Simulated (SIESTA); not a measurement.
# SbS2 under changes of volume

One of the cells (36.212 Å³/atom); the others are scaled copies at fixed shape and fractional positions:

```xyz
6
Lattice="-3.0508 3.0508 5.8360 3.0508 -3.0508 5.8360 3.0508 3.0508 -5.8360" Properties=species:S:1:pos:R:3 pbc="T T T"
Sb    0.0000    0.0000    0.0000
Sb    0.0000    3.0508    2.9180
S    -1.5254    1.6720    4.3770
S     1.3788    1.5254    1.4590
S     4.5762    1.3788   -1.4590
S     1.6720    1.5254    7.2950
```

The cell comes from a database or a generator and needn't be the stable form of this composition.

```yaml
Program: SIESTA 5.4.2
Functional: PBE
Potentials_or_basis: PseudoDojo 0.4 standard (PBE files)
Basis: DZP (energy shift 0.003 Ry; two zetas on semicore shells)
Grid_cutoff: 500 Ry
Energy_shift: 0.003 Ry
k_mesh: 6 × 6 × 6
Occupations: fermi-dirac, width 0.05 eV
Spin: no spin polarisation
```

| volume (Å³/atom) | energy over the lowest point (meV/atom) | pressure (GPa) | largest force (eV/Å) |
| --- | --- | --- | --- |
| 33.371 | ? | ? | ? |
| 34.081 | 27.42 | 3.4 | 0.744 |
| 34.791 | 14.79 | 2.4 | 0.563 |
| 36.212 | 1.06 | 0.6 | 0.240 |
| 36.922 | 0.00 | -0.1 | 0.097 |
| 37.632 | 2.06 | -0.8 | 0.034 |

Q: What does the run at 33.371 Å³/atom give?

A: Energy over the lowest point 44.78 meV/atom; pressure 4.5 GPa; largest force 0.942 eV/Å.

Worked out: A Birch-Murnaghan fit of order 3 (a polynomial in V^(-2/3)) to the other rows has its minimum at 36.82 Å³/atom with B0 = V·E''(V) = 41 GPa (rough, since the energies scatter) at fixed shape and positions, which overstates the stiffness. It gives 44.30 meV/atom at 33.371 Å³/atom, against the run's 44.78, and -dE/dV = 4.3 GPa, against 4.5.

Energies are extrapolated to zero smearing.

Caveats: the basis of atomic orbitals isn't converged, which shifts pressures, moduli and gaps.
